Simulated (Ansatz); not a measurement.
The system is Li.

```
Li
1.0
     5.33444    0.00000    0.00000
     0.00000    5.33444    0.00000
     0.00000    0.00000    2.80265
Li
3
Direct
  0.50000 0.00000 0.50000
  0.00000 0.50000 0.50000
  0.50000 0.50000 0.50000
```

The cell was built by a generator and needn't be a form met in nature.

Base run:

| Property | Result |
| --- | --- |
| Program | Ansatz 0.2.0 |
| Functional | LDA |
| Potentials or basis | Ansatz PAW |
| Cutoff | 420 eV (not typed: the program's choice for these potentials) |
| k mesh | 5 × 5 × 9 |
| Occupations | fermi-dirac, width 0.05 eV |
| Spin | no spin polarisation |

Its results: band gap on the k mesh none (metal or under the smearing width); pressure -0.5 GPa.

Q: The run is repeated on the same cell with these changes: functional from LDA to r2SCAN; cutoff from 420 eV (not typed: the program's choice for these potentials) to 500 eV (not typed: the program's choice for these potentials). What comes out?

A: Band gap on the k mesh none (metal or under the smearing width); pressure 0.4 GPa.

Caveats: the PAW data sets were made with another functional, which shifts forces and pressure a little (some runs).
